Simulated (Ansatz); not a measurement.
# WS2: the cost of one run

Method: DFT PBEsol, scalar-relativistic, plane waves, PAW, in Ansatz 0.2.0.

The COD entry's cell or inner coordinates are ideal or old and differ from later refinements, so a difference from it is no clean test against experiment.

15 further runs of the same task are left out: 15 set aside as unsound or not needed. Runs told in other sessions of the task aren't counted.

**1. The system as given**

Symmetry: P6_3/mmc, No. 194, hexagonal system. The conventional cell has a = 3.146 Å, b = 3.146 Å, c = 12.697 Å, α = 90.00°, β = 90.00°, γ = 120.00°. Around W (site symmetry -6m2) lie 6 S at 2.40 Å. Around S (site symmetry 3m) lie 3 W at 2.40 Å.

As a file:

```
W S
1.0
     3.14624    0.00000    0.00000
    -1.57312    2.72472    0.00000
     0.00000    0.00000   12.69665
W S
2 4
Direct
  0.33333 0.66667 0.25000
  0.66667 0.33333 0.75000
  0.33333 0.66667 0.62655
  0.66667 0.33333 0.12655
  0.33333 0.66667 0.87345
  0.66667 0.33333 0.37345
```

This cell was relaxed beforehand with the same method: volume 18.14 Å³/atom, gap on the mesh 1.10 eV.

**2. The scan**

Atoms count from 1 in the order of the input.

The energy is mapped over a free internal coordinate and the cell.

First coordinate, shift of S3 along [0 0 1], its symmetry partners moved as symmetry demands (measured in the relaxed cell): 7 values from −0.250 Å. Second coordinate, volume per atom at fixed shape: 7 values from 16.69 to 19.59 Å³.

Nothing else is relaxed (all other coordinates fixed). Energies count from the relaxed crystal. Points are written as (first, second).

**3. Point (−0.250 Å, 17.17 Å³)**

The input, input.yaml:

```yaml
crystal:
  lattice:
    - [3.0892743692, 0.0, 0.0]
    - [-1.5446371846, 2.675390083, 0.0]
    - [0.0, 0.0, 12.4667665245]
  atoms:
    - { symbol: W, position: [0.3333333333, 0.6666666667, 0.25] }
    - { symbol: W, position: [0.6666666667, 0.3333333333, 0.75] }
    - { symbol: S, position: [0.3333333333, 0.6666666667, 0.606858506] }
    - { symbol: S, position: [0.6666666667, 0.3333333333, 0.106858506] }
    - { symbol: S, position: [0.3333333333, 0.6666666667, 0.893141494] }
    - { symbol: S, position: [0.6666666667, 0.3333333333, 0.393141494] }
basis:
  ecutwfc: 420
kpoints:
  mp_grid: { grid: [12, 12, 2] }
hamiltonian:
  xc: pbesol
  pseudopotentials: { kind: paw, azcp: { folder: soft_1 } }
scf:
  occupations: { method: gaussian, width: 0.05 }
output:
  forces: true
  stress: true
  eigenvalues: true
```

Launch:

```bash
$ ansatz run input.yaml --threads 2 --pin off --max-ram 4096MiB --backend cpu --events-out ev --progress --plain --runs-dir out
```

Q: Estimate wall time and peak memory on 2 threads of Arm Neoverse N1, shared host.

About 7.3 s, with a peak of 0.41 GiB.
